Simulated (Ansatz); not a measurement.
# C₂H₁₀AlNSi: small, medium and large basis sets

One table from this session's results is given with a row withheld; the runs are named, their logs left out.

Computed with Ansatz 0.2.0, Gaussian basis. Level: one geometry, several basis sets.

Plan: PBE0-D4/def2-SVP; ωB97M-V/def2-SVP; PBE0-D4/def2-QZVPP; ωB97M-V/def2-QZVPP; the functionals' def2-TZVPP values are taken from earlier runs.

## Structure used throughout

The geometry comes from an earlier relaxation with PBE0-D4 in a triple-zeta def2 set; it is a stationary point, not always the lowest conformer.

SMILES `[CH3][AlH][NH]C[SiH3]`, 15 atoms, charge 0, spin multiplicity 1.

Atoms are counted from 1 here; the program's logs count them from 0.

Bond lengths: C1–Al2 1.949 Å, C1–H6 1.093 Å, C1–H7 1.095 Å, C1–H8 1.095 Å, Al2–N3 1.776 Å, Al2–H9 1.588 Å, N3–C4 1.455 Å, N3–H10 1.010 Å, C4–Si5 1.887 Å, C4–H11 1.099 Å, C4–H12 1.095 Å, Si5–H13 1.490 Å, Si5–H14 1.491 Å, Si5–H15 1.488 Å. Angles: Al2–C1–H6 112.6°, Al2–C1–H7 111.1°, Al2–C1–H8 111.0°, H6–C1–H7 107.7°, H6–C1–H8 107.6°, H7–C1–H8 106.5°, C1–Al2–N3 119.6°, C1–Al2–H9 125.0°, N3–Al2–H9 115.4°, Al2–N3–C4 128.2°, Al2–N3–H10 120.0°, C4–N3–H10 111.7°, N3–C4–Si5 111.2°, N3–C4–H11 112.1°, N3–C4–H12 109.2°, Si5–C4–H11 110.2°, Si5–C4–H12 108.3°, H11–C4–H12 105.6° and more.

Geometry (Å):

```xyz
15
C2H10AlNSi
C    -2.2388    1.2773    1.7131
Al   -1.5479    0.2613    0.2005
N     0.0669   -0.4707    0.2996
C     0.7798   -1.2205   -0.7234
Si    2.3384   -0.3098   -1.2744
H    -1.5427    1.3019    2.5554
H    -3.1825    0.8558    2.0735
H    -2.4498    2.3128    1.4271
H    -2.3229    0.0209   -1.1641
H     0.6261   -0.3482    1.1320
H     1.0320   -2.2369   -0.3913
H     0.1291   -1.3477   -1.5955
H     3.1788   -0.0229   -0.0776
H     3.1463   -1.1084   -2.2397
H     1.9652    0.9845   -1.9058
```

The first run:

in.yaml

```yaml
crystal:
  periodic: [false, false, false]
  atoms:
    - {symbol: C, position_ang: [-2.238783, 1.277325, 1.713054]}
    - {symbol: Al, position_ang: [-1.547854, 0.261302, 0.200520]}
    - {symbol: N, position_ang: [0.066888, -0.470723, 0.299568]}
    - {symbol: C, position_ang: [0.779801, -1.220477, -0.723447]}
    - {symbol: Si, position_ang: [2.338440, -0.309829, -1.274381]}
    - {symbol: H, position_ang: [-1.542700, 1.301883, 2.555396]}
    - {symbol: H, position_ang: [-3.182517, 0.855831, 2.073473]}
    - {symbol: H, position_ang: [-2.449800, 2.312803, 1.427073]}
    - {symbol: H, position_ang: [-2.322873, 0.020850, -1.164060]}
    - {symbol: H, position_ang: [0.626137, -0.348249, 1.131955]}
    - {symbol: H, position_ang: [1.031969, -2.236945, -0.391263]}
    - {symbol: H, position_ang: [0.129111, -1.347688, -1.595474]}
    - {symbol: H, position_ang: [3.178804, -0.022875, -0.077632]}
    - {symbol: H, position_ang: [3.146273, -1.108415, -2.239704]}
    - {symbol: H, position_ang: [1.965204, 0.984506, -1.905779]}
basis:
  gaussian: {orbitals: def2-SVP}
hamiltonian: {xc: pbe0, dispersion: d4}
output: {orbitals: {seedname: orbitals}}
```

Steps of the session up to this table: PBE0-D4 in def2-SVP; ωB97M-V in def2-SVP; PBE0-D4 in def2-QZVPP; ωB97M-V in def2-QZVPP.

One table of the session follows, with a row left open; its other results are not shown here.

It belongs to the step «Density functionals: the series». 

```
functional       basis  HOMO (eV)  LUMO (eV)
   PBE0-D4    def2-SVP      -6.52      -0.18
   PBE0-D4  def2-TZVPP          ?          ?
   PBE0-D4  def2-QZVPP      -6.60      -0.44
   ωB97M-V    def2-SVP      -8.76       1.51
   ωB97M-V  def2-TZVPP      -8.85       1.22
   ωB97M-V  def2-QZVPP      -8.87       0.83
```

Q: Estimate the row for PBE0-D4, def2-TZVPP from the others.

As computed: HOMO (eV): -6.58; LUMO (eV): -0.34. In the column «HOMO (eV)» it lies between PBE0-D4, def2-QZVPP (-6.60) and PBE0-D4, def2-SVP (-6.52).
